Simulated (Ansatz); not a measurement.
# Si2PH5S: basis-set convergence

How large a basis does Si2PH5S need? Two functionals are run in growing sets.

Computed with Ansatz 0.2.0, Gaussian basis. Level: one geometry, several basis sets.

The runs, in order: PBE0-D4/def2-SVP; ωB97M-V/def2-SVP; PBE0-D4/def2-QZVPP; ωB97M-V/def2-QZVPP; the functionals' def2-TZVPP values are taken from earlier runs.

### Step 1. The geometry

An earlier PBE0-D4/def2-TZVP relaxation fixed the geometry.

SMILES `S[SiH]1[SiH2]P1`, 9 atoms, charge 0, spin multiplicity 1.

Atoms are counted from 1 here; the program's logs count them from 0.

Bond lengths: S1–Si2 2.125 Å, S1–H5 1.346 Å, Si2–Si3 2.259 Å, Si2–P4 2.275 Å, Si2–H6 1.482 Å, Si3–P4 2.285 Å, Si3–H7 1.481 Å, Si3–H8 1.480 Å, P4–H9 1.426 Å. Angles: Si2–S1–H5 95.5°, S1–Si2–Si3 115.5°, S1–Si2–P4 115.1°, S1–Si2–H6 115.4°, Si3–Si2–P4 60.5°, Si3–Si2–H6 122.7°, P4–Si2–H6 116.1°, Si2–Si3–P4 60.1°, Si2–Si3–H7 122.1°, Si2–Si3–H8 119.0°, P4–Si3–H7 116.7°, P4–Si3–H8 114.2°, H7–Si3–H8 113.6°, Si2–P4–Si3 59.4°, Si2–P4–H9 89.3°, Si3–P4–H9 89.7°.

### Step 2. PBE0-D4 in def2-SVP

in.yaml

```yaml
crystal:
  periodic: [false, false, false]
  atoms:
    - {symbol: S, position_ang: [-2.312098, 1.066896, -0.118950]}
    - {symbol: Si, position_ang: [-0.259430, 0.734759, 0.318921]}
    - {symbol: Si, position_ang: [0.377756, -1.431381, 0.401501]}
    - {symbol: P, position_ang: [0.961769, -0.138791, -1.390171]}
    - {symbol: H, position_ang: [-2.097696, 2.057679, -1.003863]}
    - {symbol: H, position_ang: [0.400122, 1.793761, 1.118053]}
    - {symbol: H, position_ang: [1.479061, -1.894208, 1.276483]}
    - {symbol: H, position_ang: [-0.615391, -2.484847, 0.093013]}
    - {symbol: H, position_ang: [2.154609, 0.249932, -0.711888]}
basis:
  gaussian: {orbitals: def2-SVP}
hamiltonian: {xc: pbe0, dispersion: d4}
output: {orbitals: {seedname: orbitals}}
```

Started as:

```sh
ansatz run in.yaml --threads 2 --pin off --events-out ev --progress --plain --max-ram 4352MiB
```

After this run come: ωB97M-V in def2-SVP; PBE0-D4 in def2-QZVPP; ωB97M-V in def2-QZVPP.

Q: Predict the results of all the runs planned. Wanted: PBE0-D4: double and triple zeta above quadruple; ωB97M-V: double and triple zeta above quadruple.

The runs gave:

| quantity | value |
| --- | --- |
| PBE0-D4: double and triple zeta above quadruple | 13.72, 1.14 eV |
| ωB97M-V: double and triple zeta above quadruple | 13.65, 1.08 eV |

PBE0-D4 gains 12.59 eV from double to triple zeta, then 1.14 eV more. Total energies overstate the basis error of differences, where much of it tends to cancel. The LUMO of ωB97M-V is positive and keeps falling with the basis (1.54 to 0.97 eV): an unbound level that the basis holds in place.
